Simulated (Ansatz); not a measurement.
Consider a comparison of functionals at one structure of Pb, space group P6_3/mmc (Ansatz 0.2.0 through its Python package).

Script `xc.py`:
```python
"""Functional comparison for Pb (totals differ with the potentials too)."""

import logging
import sys
import warnings

import ansatz as az
from pymatgen.core import Lattice, Structure
from pymatgen.io.ase import AseAtomsAdaptor
from tabulate import tabulate

logging.basicConfig(stream=sys.stdout, format="%(name)s: %(message)s")
logger = logging.getLogger("calc")
logger.setLevel(logging.INFO)

warnings.simplefilter("ignore", az.DeckWarning)

pmg_structure = Structure(
    Lattice([(3.48, 0.0, 0.0), (-1.74, 3.013768, 0.0), (0.0, 0.0, 5.59)]),
    ["Pb", "Pb"],
    [
        (1 / 3, 2 / 3, 0.25),
        (2 / 3, 1 / 3, 0.75),
    ],
)
system = az.Crystal.from_ase(AseAtomsAdaptor.get_atoms(pmg_structure))

model = (
    system.calculation()
    .kpoints(9, 9, 5)
    .occupations("Methfessel-Paxton", width=0.1)
    .stress()
)

rows = []
for value in ["lda", "pbesol", "blyp"]:
    rep = model.functional(value).run().report
    rows.append((value, rep["free_energy_ev"] / len(rep["lattice"]["sites"]), rep["n_iterations"], sum(rep["stress_gpa"][i][i] for i in range(3)) / 3, rep["n_kpoints"]))

print(tabulate(rows, headers=["functional", "F/atom (eV)", "iterations", "P (GPa)", "k-points"], floatfmt=".4f", tablefmt="grid"))
```

Rank the functionals by the pressure that they give at this structure. What does the order say about their lattices?

From lowest to highest: LDA (-0.7 GPa), PBEsol (1.0 GPa) and BLYP (8.0 GPa). At a fixed cell a lower pressure usually means a smaller equilibrium volume, so LDA prefers the smallest cell and BLYP the largest.

The run itself:

```console
$ python xc.py
+--------------+---------------+--------------+-----------+------------+
| functional   |   F/atom (eV) |   iterations |   P (GPa) |   k-points |
+==============+===============+==============+===========+============+
| lda          |   -11602.3278 |            7 |   -0.6609 |         36 |
+--------------+---------------+--------------+-----------+------------+
| pbesol       |   -11754.9158 |            7 |    0.9612 |         36 |
+--------------+---------------+--------------+-----------+------------+
| blyp         |   -11934.5014 |            7 |    7.9709 |         36 |
+--------------+---------------+--------------+-----------+------------+
```

BLYP can be off by several per cent in the lattices of metals, and by several GPa in the pressure at a fixed cell. For a metal this k-point mesh is coarse: on a finer one energies can move by several to tens of meV an atom and pressures by half a GPa or more, differences at one mesh by less. Pressure is positive in compression. Spin-orbit coupling, which matters for elements this heavy, is left out. This isn't the structure that Pb takes at ambient conditions. Total energies of different functionals can't be compared; pressures, moments and gaps at this one structure can. Hardware and time: 6.8 s on 1 thread of Intel(R) Xeon(R) Processor @ 2.30GHz, on a shared host, peak memory 0.58 GiB.
